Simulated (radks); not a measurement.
# Excited configurations of Sb⁺

An exercise on one series of results from a longer session: the logs are not shown, and one member is left open.

Method: Dirac Kohn-Sham, BLYP, spin-unpolarised, spherical densities, finite nucleus; open shells fill j = l - 1/2 first. Code: radks (a radial shooting solver on a logarithmic mesh, Libxc functionals) version 1.

### The atom as given

| Item | Value |
| --- | --- |
| element | antimony (Z = 51) |
| charge | +1 |
| electrons | 50 |
| configuration | [Kr] 4d10 5s2 5p2 |
| nuclear rms radius | 4.6802 fm |

The first run:

Input:

```text
Z 51
configuration [Kr] 4d10 5s2 5p2
relativity Dirac
functional b88,lyp
spin unpolarised
j_filling energy
nucleus finite rms 4.6802 fm
c 137.035999084
```

Among the steps run: Ground configuration: [Kr] 4d10 5s2 5p2.

One of the session's tables, all rows but one given; the rest of the session is left out.

It belongs to the step «Ground configuration: [Kr] 4d10 5s2 5p2». Radial moments (bohr):

```
level     <r>  outermost maximum (interpolated)  90 % within  nodes
4s1/2  0.7906                             0.723         1.14      3
4p1/2  0.8323                             0.746         1.22      2
4p3/2  0.8616                             0.770         1.27      2
4d3/2       ?                                 ?            ?      ?
4d5/2   1.035                             0.851         1.60      1
5s1/2   2.163                              1.87         3.17      4
5p1/2   2.620                              2.19         3.92      3
5p3/2   2.727                              2.28         4.07      3
```

Q: Estimate the row for 4d3/2 from the others.

As computed: <r>: 1.022; outermost maximum (interpolated): 0.841; 90 % within: 1.58; nodes: 1. In the column «<r>» it lies between 4p3/2 (0.8616) and 4d5/2 (1.035).

To keep in mind: Spin polarisation and multiplet splitting are left out, so open shells lie too high by an amount that depends on their filling.
